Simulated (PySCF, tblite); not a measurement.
# C3H13Si3 radical: geometry, infrared bands and EPR parameters

Wanted: the infrared bands and EPR parameters of C3H13Si3 radical (`CC[SiH]C([SiH3])[SiH3]`), by calculation.

Computed with tblite 0.8.0 and PySCF 2.14.0, with density-fitted response routines of our own, on a single molecule in the gas phase. Atoms are numbered from 0 throughout.

### Step 1. Starting geometry

19 atoms, charge 0, multiplicity 2; geometry from: force field or distance geometry start.

Bonds of the start (Å): C0–C1 1.53, C1–Si2 1.83, Si2–C3 1.86, C3–Si4 1.89, C3–Si5 1.84, C0–H6 1.11, C0–H7 1.11, C0–H8 1.10, C1–H9 1.10, C1–H10 1.13, Si2–H11 1.45, C3–H12 1.11, Si4–H13 1.46, Si4–H14 1.47, Si4–H15 1.47, Si5–H16 1.48, Si5–H17 1.46, Si5–H18 1.48.

### Step 2. Optimising the geometry with GFN2-xTB

The job: settings as JSON, then the geometry in Å.

```
{"job": {"kind": "relax", "xc": "GFN2-xTB", "basis": "xTB"}, "charge": 0, "multiplicity": 2}
C      2.795500    -0.002300    -0.231100
C      1.607000    -0.607700     0.513200
Si     0.276000    -1.150600    -0.613000
C     -1.296100    -0.166900    -0.500900
Si    -2.446300    -0.789300     0.864800
Si    -1.047100     1.655100    -0.354800
H      3.597800     0.233400     0.497100
H      2.521400     0.964000    -0.701200
H      3.231600    -0.700000    -0.957700
H      1.180200     0.065700     1.275900
H      2.037100    -1.513800     1.031800
H      0.687700    -1.433000    -1.979600
H     -1.856300    -0.339200    -1.440200
H     -2.627100    -2.240800     0.807900
H     -1.862400    -0.378400     2.149300
H     -3.702100    -0.038800     0.692200
H     -1.147500     2.229000    -1.711900
H      0.234500     2.019800     0.249800
H     -2.193600     2.203000     0.401000
```

The run is started by

```sh
$ OMP_NUM_THREADS=1 python probes_run.py task.json out
```

The driver reads the jobs from task.json and runs them one after another.

**Question.** This job is followed by: GFN2-xTB harmonic vibrations, gas phase; UKS B3LYP, pcH-1 on C H Si, non-relativistic, mean-field spin-orbit, GIAO. What will the session give for the following? strongest single infrared mode (GFN2-xTB); zero-point energy (GFN2-xTB); g(iso) (B3LYP); ⟨S²⟩; largest a(iso) (averaged by class); potential on the surface of density 0.002 e/bohr³, 1st and 99th percentile.

As calculated:

```
                                                                  quantity                    value
                                 strongest single infrared mode (GFN2-xTB)    2246 cm⁻¹, 646 km/mol
                                              zero-point energy (GFN2-xTB)            86.3 kcal/mol
                                                            g(iso) (B3LYP)                  2.00301
                                                                      ⟨S²⟩       0.751 (exact 0.75)
                                        largest a(iso) (averaged by class)  29Si on Si2, -451.8 MHz
potential on the surface of density 0.002 e/bohr³, 1st and 99th percentile       -0.17 V and 1.05 V
```

What this shows: Relaxing lowered the energy by 0.428 eV in 135 steps; the close pair that moved most is C1–Si2, from 1.826 to 1.908 Å. No mode is imaginary among the 51: a minimum at this level. GFN2-xTB is a fitted tight-binding method: band positions and strengths are rough. Its intensities can rank the bands wrongly. Most of the unpaired spin sits on Si2 (0.95 e). The isotropic g lies 0.7 ppt above the free-electron value. These values are for one conformer; the search (at its own cheap level) found 2 more, at 0.83, 1.45 kcal/mol, and measured spectra average over such forms.
